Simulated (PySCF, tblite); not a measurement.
# C7H8BFO: geometry, infrared bands and NMR shifts

What infrared bands and NMR shifts should C7H8BFO (`C=C(F)BCc1ccco1`) show?

The runs use tblite 0.8.0 and PySCF 2.14.0, with density-fitted response routines of our own; the level of theory stands in each step. All values are computed, except where a source is named. Atoms are numbered from 0 throughout.

**1. The starting structure**

18 atoms, charge 0, multiplicity 1; geometry from: force field or distance geometry start.

Bonds of the start (Å): C0–C1 1.33, C1–F2 1.35, C1–B3 1.57, B3–C4 1.59, C4–C5 1.49, C5–C6 1.39, C6–C7 1.39, C7–C8 1.38, C8–O9 1.32, O9–C5 1.32, C0–H10 1.09, C0–H11 1.09, B3–H12 1.20, C4–H13 1.11, C4–H14 1.12, C6–H15 1.07, C7–H16 1.08, C8–H17 1.08.

**2. Optimising the geometry with GFN2-xTB**

Job settings and geometry (Å):

```
{"job": {"kind": "relax", "xc": "GFN2-xTB", "basis": "xTB"}, "charge": 0, "multiplicity": 1}
C     -3.231800     0.660500     0.501600
C     -2.086600     0.430000    -0.126200
F     -1.480000     1.414100    -0.827900
B     -1.395300    -0.977800    -0.043200
C     -0.008000    -1.268400    -0.756900
C      1.090500    -0.507200    -0.101500
C      1.657600     0.673600    -0.556800
C      2.616600     1.015200     0.386500
C      2.575200     0.020600     1.348200
O      1.652100    -0.866700     1.037600
H     -3.704000     1.641800     0.432000
H     -3.745700    -0.110500     1.083100
H     -1.926700    -1.862300     0.566100
H      0.221400    -2.353100    -0.709500
H     -0.089700    -0.972400    -1.832700
H      1.398700     1.217300    -1.439500
H      3.258800     1.880200     0.368300
H      3.188200    -0.028500     2.232700
```

Run with:

```sh
> OMP_NUM_THREADS=1 python probes_run.py task.json out
```

The driver reads the jobs from task.json and runs them one after another.

**Question.** This job is followed by: GFN2-xTB harmonic vibrations, gas phase; GIAO PBE0/pcSseg-1 NMR shielding, non-relativistic, gas phase. Predict these results of the whole session: strongest single infrared mode (GFN2-xTB); zero-point energy (GFN2-xTB); ¹³C shifts against TMS (PBE0/pcSseg-1); ¹H shifts against TMS (PBE0/pcSseg-1, means over atoms taken as alike); ¹⁹F shifts against CFCl3 (PBE0/pcSseg-1); ¹¹B shifts against BF3·OEt2 (PBE0/pcSseg-1); ¹⁷O shifts against H2O (PBE0/pcSseg-1).

As calculated:

| quantity | value |
| --- | --- |
| strongest single infrared mode (GFN2-xTB) | 1224 cm⁻¹, 107 km/mol |
| zero-point energy (GFN2-xTB) | 82.9 kcal/mol |
| ¹³C shifts against TMS (PBE0/pcSseg-1) | 187.6, 152.3, 144.6, 129.3, 127.5, 119.9, 28.6 ppm |
| ¹H shifts against TMS (PBE0/pcSseg-1, means over atoms taken as alike) | 7.67, 7.05, 6.69, 6.12, 5.65, 5.30, 3.25 ppm |
| ¹⁹F shifts against CFCl3 (PBE0/pcSseg-1) | -107.4 ppm |
| ¹¹B shifts against BF3·OEt2 (PBE0/pcSseg-1) | 44.9 ppm |
| ¹⁷O shifts against H2O (PBE0/pcSseg-1) | 315.0 ppm |

In words: Relaxing lowered the energy by 0.271 eV in 124 steps; the close pair that moved most is C4–H14, from 1.119 to 1.087 Å. No mode is imaginary among the 48: a minimum at this level. The strongest single mode, at 1224 cm⁻¹, is spread over many atoms; the largest shares are those of C1, B3. Unscaled tight-binding wavenumbers are off by several per cent, some by more. Its intensities can rank the bands wrongly. At PBE0/pcSseg-1: The widest tensor belongs to O9: span 341 ppm, with a paramagnetic part of -378 ppm. NICS(1)zz of -26 ppm above the planar ring from C5 marks a diatropic (aromatic) ring current.
